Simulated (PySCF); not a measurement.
# CH9BNP: the cost of one run

The runs use PySCF 2.14.0, with density-fitted response routines of our own; the level of theory stands in each step. All values are computed, except where a source is named. Atoms count from 0, in the outputs and in this text.

### Step 1. Starting geometry

13 atoms, charge 0, multiplicity 1; geometry from: GFN2-xTB. The atoms were then displaced at random by about 0.01 Å, so the start is not that level's minimum.

Bonds of the start (Å): C0–B1 1.60, B1–N2 1.66, B1–P3 2.01, C0–H4 1.12, C0–H5 1.09, C0–H6 1.09, B1–H7 1.18, N2–H8 1.02, N2–H9 1.00, N2–H10 1.01, P3–H11 1.37, P3–H12 1.34.

### Step 2. Geometry optimisation at PBE0-D3(BJ)/def2-SVP

Job settings and geometry (Å):

```
{"job": {"xc": "PBE0", "basis": "def2-SVP", "d3": "d3bj", "grid": 1, "shake": 0.01, "kind": "geom"}, "charge": 0, "multiplicity": 1}
C      0.051000     1.296170    -0.408860
B     -0.041770     0.016560     0.541370
N     -1.283760    -0.915910    -0.057490
P      1.573020    -1.179660     0.447560
H     -0.910740     1.872280    -0.422090
H      0.253020     1.075480    -1.452820
H      0.810410     2.013830    -0.084980
H     -0.299920     0.249980     1.673450
H     -1.327470    -1.761730     0.518310
H     -1.055860    -1.149130    -1.005470
H     -2.147250    -0.402630     0.005500
H      1.980920    -0.822390    -0.808960
H      2.404220    -0.309750     1.044160
```

Run with:

```bash
> OMP_NUM_THREADS=1 python probes_run.py task.json out
```

The driver reads the jobs from task.json and runs them one after another.

Q: Estimate the wall time and peak memory of this first job on 1 thread of Arm Neoverse V1, shared host.

About 25 s, with a peak of 0.44 GiB.
